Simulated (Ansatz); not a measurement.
**BrGeH₂N: one species, many methods**

The task here is to estimate one member of a computed series from the others.

Method: functionals in def2-TZVPP, the program's frozen cores in correlated methods; program: Ansatz 0.2.0, Gaussian basis.

Plan: LDA (SPW92), PBE-D4, revPBE-D4, BLYP-D4, r2SCAN-D4, B97M-V, PBE0-D4, B3LYP-D4, r2SCANh-D4, r2SCAN0-D4, HSE06-D4, BHLYP-D4, CAM-B3LYP-D4, LC-ωPBE, ωB97X-V, ωB97M-V, B2PLYP, PBE-QIDH; CCSD(T)/def2-SVP; CCSD(T)/def2-TZVPP; MP2/def2-QZVPP; extrapolation to the limit; RPA on PBE.

### Structure used throughout

An earlier PBE0-D4 in a triple-zeta def2 set relaxation fixed the geometry.

SMILES `[NH2][Ge][Br]`, 5 atoms, charge 0, spin multiplicity 1.

Atoms are counted from 1 here; the program's logs count them from 0.

Bond lengths: N1–Ge2 1.811 Å, N1–H4 1.009 Å, N1–H5 1.009 Å, Ge2–Br3 2.372 Å. Angles: Ge2–N1–H4 124.7°, Ge2–N1–H5 122.0°, H4–N1–H5 113.4°, N1–Ge2–Br3 96.0°.

Set-up of the first run:

The input, in.yaml:

```yaml
crystal:
  periodic: [false, false, false]
  atoms:
    - {symbol: N, position_ang: [-0.464267, 0.338238, -0.424346]}
    - {symbol: Ge, position_ang: [-0.367775, -1.144298, 0.610542]}
    - {symbol: Br, position_ang: [1.893887, -0.845815, 1.259880]}
    - {symbol: H, position_ang: [0.296186, 0.984233, -0.573613]}
    - {symbol: H, position_ang: [-1.308132, 0.594041, -0.913863]}
basis:
  gaussian: {orbitals: def2-TZVPP}
hamiltonian: {xc: lda}
output: {orbitals: {seedname: orbitals}}
```

Steps of the session up to this table: LDA; PBE-D4 (GGA); revPBE-D4 (GGA); BLYP-D4 (GGA); r2SCAN-D4 (meta-GGA); B97M-V (meta-GGA); PBE0-D4 (hybrid); B3LYP-D4 (hybrid); r2SCANh-D4 (hybrid); r2SCAN0-D4 (hybrid); HSE06-D4 (hybrid); BHLYP-D4 (hybrid); CAM-B3LYP-D4 (range-separated); LC-ωPBE-D4 (range-separated; the results give it without D4); ωB97X-V (range-separated); ωB97M-V (range-separated); B2PLYP (double hybrid); PBE-QIDH (double hybrid).

One table of the session follows, with a row left open; its other results are not shown here.

It belongs to the step «Frontier levels by functional». 

```
  functional  HOMO (eV)  LUMO (eV)  gap (eV)
 LDA (SPW92)      -6.46      -2.87      3.59
      PBE-D4      -6.29      -2.64      3.65
   revPBE-D4      -6.23      -2.56      3.67
     BLYP-D4      -6.15      -2.54      3.62
   r2SCAN-D4      -6.58      -2.61      3.97
      B97M-V          ?          ?         ?
     PBE0-D4      -7.39      -1.91      5.47
    B3LYP-D4      -7.20      -2.12      5.08
  r2SCANh-D4      -6.98      -2.32      4.66
  r2SCAN0-D4      -7.58      -1.90      5.68
    HSE06-D4      -6.99      -2.29      4.71
    BHLYP-D4      -8.35      -1.09      7.26
CAM-B3LYP-D4      -8.64      -0.90      7.75
     LC-ωPBE      -9.90       0.18     10.07
     ωB97X-V      -9.58       0.11      9.69
     ωB97M-V      -9.48       0.02      9.50
```

Estimate the missing values for B97M-V.

The run gave: HOMO (eV): -6.56; LUMO (eV): -2.49; gap (eV): 4.07. In the column «HOMO (eV)» it lies between r2SCAN-D4 (-6.58) and LDA (SPW92) (-6.46).
